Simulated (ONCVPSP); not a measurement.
# Pseudopotential generation for copper: ONCV, PBE

Aim: build the potential from the settings below, then test how well it stands in for the atom: other configurations, scattering, ghost states and the plane-wave cutoff that it needs.

Program: ONCVPSP 4.0.1.1 (patched build). Reference atom: PBE, scalar-relativistic, spherical and spin-unpolarised. All values are calculated.

## 1. Starting point

Typed settings, in words:

* element: copper (Cu, Z = 29)
* type: optimised norm-conserving Vanderbilt (ONCV)
* frozen core: [Ne] 3s2
* valence charge: 17
* reference configuration: 3p6 3d10 4s1
* partial waves: 4s: rc 1.85 bohr, ncon 4, nbas 8, qcut 3.6 1/bohr, 1 projector; 3p: rc 0.95 bohr, ncon 3, nbas 6, qcut 13.3 1/bohr, 1 projector; 3d: rc 1.40 bohr, ncon 4, nbas 9, qcut 11.4 1/bohr, 2 projectors, debl 2.9 Ha
* local potential: polynomial inside 0.85 bohr (lpopt 5, dvloc0 0 Ha)
* core correction: Teter function, fcfact 3, rcfact 1.55

The outer shells as boxes (Hund's rule for the drawing; the calculation is spin-unpolarised):

```
[Ne] core
3s [↑↓]
3p [↑↓][↑↓][↑↓]
3d [↑↓][↑↓][↑↓][↑↓][↑↓]
4s [↑ ]
```

The nodes and maxima of the atom's own shells, from an earlier all-electron run, set the scale for the radii.

All-electron outer shells of the reference configuration (PBE, scalar-relativistic, ld1.x):

```csv
shell,level (eV),outermost node (bohr),outermost maximum (bohr)
3s,-114.70,0.29,0.61
3p,-72.14,0.26,0.62
3d,-5.04,–,0.60
4s,-4.61,0.89,2.27
4p,-0.70,0.97,3.65
```

## 2. The generation run

Input file Cu.dat:

```
# ATOM AND REFERENCE CONFIGURATION
# atsym  z   nc   nv     iexc    psfile
  Cu 29.00    4    3        4      upf
#
#   n    l    f
    1    0    2.00
    2    0    2.00
    2    1    6.00
    3    0    2.00
    3    1    6.00
    3    2   10.00
    4    0    1.00
#
# PSEUDOPOTENTIAL AND OPTIMIZATION
# lmax
    2
#
#   l,   rc,      ep,       ncon, nbas, qcut
    0    1.85    0.00    4    8    3.60
    1    0.95    0.00    3    6   13.30
    2    1.40    0.00    4    9   11.40
#
# LOCAL POTENTIAL
# lloc, lpopt,  rc(5),   dvloc0
    4    5    0.85    0.00
#
# VANDERBILT-KLEINMAN-BYLANDER PROJECTORs
# l, nproj, debl
    0    1    1.90
    1    1    3.60
    2    2    2.90
#
# MODEL CORE CHARGE
# icmod, fcfact, rcfact
    3    3.00    1.55
#
# LOG DERIVATIVE ANALYSIS
# epsh1, epsh2, depsh
   -4.00    5.00    0.02
#
# OUTPUT GRID
# rlmax, drl
    6.00    0.01
#
# TEST CONFIGURATIONS
# ncnf
    4
# nvcnf
#   n    l    f
    3
    3    1    6.00
    3    2   10.00
    4    0    0.00
#
    3
    3    1    6.00
    3    2    9.00
    4    0    0.00
#
    3
    3    1    6.00
    3    2    8.00
    4    0    0.00
#
    4
    3    1    6.00
    3    2    9.00
    4    0    1.00
    4    1    1.00
#
```

On the command line:

```
$ oncvpsp.x < Cu.dat > Cu.out
```

Q: Predict the outcome of this session. Wanted: cutoffs for 1 and 0.1 mHa per electron, occupied waves; bound ghosts; GHOST(+) flags; largest test error; largest phase difference near zero energy, channels read; rms error of d²Exc/dn², without and with the model core.

**Answer**, as computed:

| quantity | value |
| --- | --- |
| cutoffs for 1 and 0.1 mHa per electron, occupied waves | 52 Ha and 58 Ha |
| bound ghosts | s at -203.53 eV |
| GHOST(+) flags | none at low energy |
| largest test error (AE − PS) | +25 meV, for 3p6 3d9 4s0 (1 test unsolved) |
| largest phase difference near zero energy, channels read | 0.008 rad |
| rms error of d²Exc/dn², without and with the model core | 3.01 and 1.40 mHa |

What this shows: A bound ghost (s) makes it unfit for use: electrons can fall into a state that the atom doesn't have. The worst unpolarised test, 3p6 3d9 4s0, is off by 25 meV on 29.5 eV; by total energies transferability rates as good where solved. Atomic tests can pass in spite of a ghost, since they solve only for the levels asked. Of the tests 1 gave no usable energy difference, which is a warning in itself. The potential is hard: the looser tolerance needs 52 Ha. At the looser tolerance the 3d wave is the slowest; 3p needs 45 Ha. Near zero energy the phases of the channels with partial waves agree within 0.008 rad. These are tests on the free atom; a crystal test is still owed.
